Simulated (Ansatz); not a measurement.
# C₃BN₃O₃: a ladder of functionals and wavefunction methods

An exercise on one series of results from a longer session: the logs are not shown, and one member is left open.

Computed with Ansatz 0.2.0, Gaussian basis. Level: functionals in def2-TZVPP, the program's frozen cores in correlated methods.

The runs, in order: LDA (SPW92), PBE-D4, revPBE-D4, BLYP-D4, r2SCAN-D4, B97M-V, PBE0-D4, B3LYP-D4, r2SCANh-D4, r2SCAN0-D4, HSE06-D4, BHLYP-D4, CAM-B3LYP-D4, LC-ωPBE, ωB97X-V, ωB97M-V, B2PLYP, PBE-QIDH; CCSD(T)/def2-SVP; CCSD(T)/def2-TZVPP; MP2/def2-QZVPP; extrapolation to the limit; RPA on PBE.

## Structure used throughout

An earlier PBE0-D4 in a triple-zeta def2 set relaxation fixed the geometry.

SMILES `O=C=NB(N=C=O)N=C=O`, 10 atoms, charge 0, spin multiplicity 1.

Atoms are counted from 1 here; the program's logs count them from 0.

Bond lengths: O1–C2 1.158 Å, C2–N3 1.203 Å, N3–B4 1.424 Å, B4–N5 1.424 Å, B4–N8 1.424 Å, N5–C6 1.203 Å, C6–O7 1.158 Å, N8–C9 1.203 Å, C9–O10 1.158 Å. Angles: O1–C2–N3 175.2°, C2–N3–B4 143.0°, N3–B4–N5 120.0°, N3–B4–N8 120.0°, N5–B4–N8 120.0°, B4–N5–C6 142.9°, N5–C6–O7 175.2°, B4–N8–C9 142.9°, N8–C9–O10 175.2°.

The first run:

File in.yaml:

```yaml
crystal:
  periodic: [false, false, false]
  atoms:
    - {symbol: O, position_ang: [-0.338379, -0.128367, -3.603428]}
    - {symbol: C, position_ang: [-0.259611, -0.297641, -2.460595]}
    - {symbol: N, position_ang: [-0.193716, -0.570692, -1.290570]}
    - {symbol: B, position_ang: [0.008134, -0.004393, 0.000389]}
    - {symbol: N, position_ang: [0.227681, 1.396054, 0.137273]}
    - {symbol: C, position_ang: [0.430303, 2.261277, 0.948687]}
    - {symbol: O, position_ang: [0.627881, 3.156376, 1.656236]}
    - {symbol: N, position_ang: [-0.010175, -0.838466, 1.154623]}
    - {symbol: C, position_ang: [-0.145687, -1.979297, 1.512674]}
    - {symbol: O, position_ang: [-0.263231, -3.046053, 1.947509]}
basis:
  gaussian: {orbitals: def2-TZVPP}
hamiltonian: {xc: lda}
output: {orbitals: {seedname: orbitals}}
```

On the command line:

```
ansatz run in.yaml --threads 2 --pin off --events-out ev --progress --plain --max-ram 20480MiB --backend cuda --devices 0, --max-vram 18GiB
```

Among the steps run: LDA; PBE-D4 (GGA); revPBE-D4 (GGA); BLYP-D4 (GGA); r2SCAN-D4 (meta-GGA); B97M-V (meta-GGA); PBE0-D4 (hybrid); B3LYP-D4 (hybrid); r2SCANh-D4 (hybrid); r2SCAN0-D4 (hybrid); HSE06-D4 (hybrid); BHLYP-D4 (hybrid); CAM-B3LYP-D4 (range-separated); LC-ωPBE (range-separated); ωB97X-V (range-separated); ωB97M-V (range-separated); B2PLYP (double hybrid); PBE-QIDH (double hybrid).

One table of the session follows, with a row left open; its other results are not shown here.

It belongs to the step «Orbital energies across the functionals». 

| functional | HOMO (eV) | LUMO (eV) | gap (eV) |
| --- | --- | --- | --- |
| LDA (SPW92) | -7.93 | -3.11 | 4.81 |
| PBE-D4 | -7.70 | -2.78 | 4.92 |
| revPBE-D4 | -7.62 | -2.65 | 4.97 |
| BLYP-D4 | -7.56 | -2.62 | 4.94 |
| r2SCAN-D4 | -8.04 | -2.52 | 5.51 |
| B97M-V | -8.07 | -2.33 | 5.74 |
| PBE0-D4 | -9.16 | -1.92 | 7.24 |
| B3LYP-D4 | -8.90 | -2.12 | 6.78 |
| r2SCANh-D4 | -8.58 | -2.22 | 6.36 |
| r2SCAN0-D4 | ? | ? | ? |
| HSE06-D4 | -8.76 | -2.30 | 6.46 |
| BHLYP-D4 | -10.53 | -0.88 | 9.65 |
| CAM-B3LYP-D4 | -10.54 | -0.85 | 9.69 |
| LC-ωPBE | -11.86 | 0.25 | 12.11 |
| ωB97X-V | -11.50 | 0.26 | 11.76 |
| ωB97M-V | -11.41 | 0.17 | 11.58 |

Estimate the missing values for r2SCAN0-D4.

Worked estimate for «HOMO (eV)». Against the share of exact exchange, r2SCAN-D4 (0, -8.04), r2SCANh-D4 (0.1, -8.58) give a slope of -5.40 per unit share; at 0.25 the line stands at -9.39.

The run gave: HOMO (eV): -9.41; LUMO (eV): -1.76; gap (eV): 7.65. In «HOMO (eV)» the line misses by +0.02.
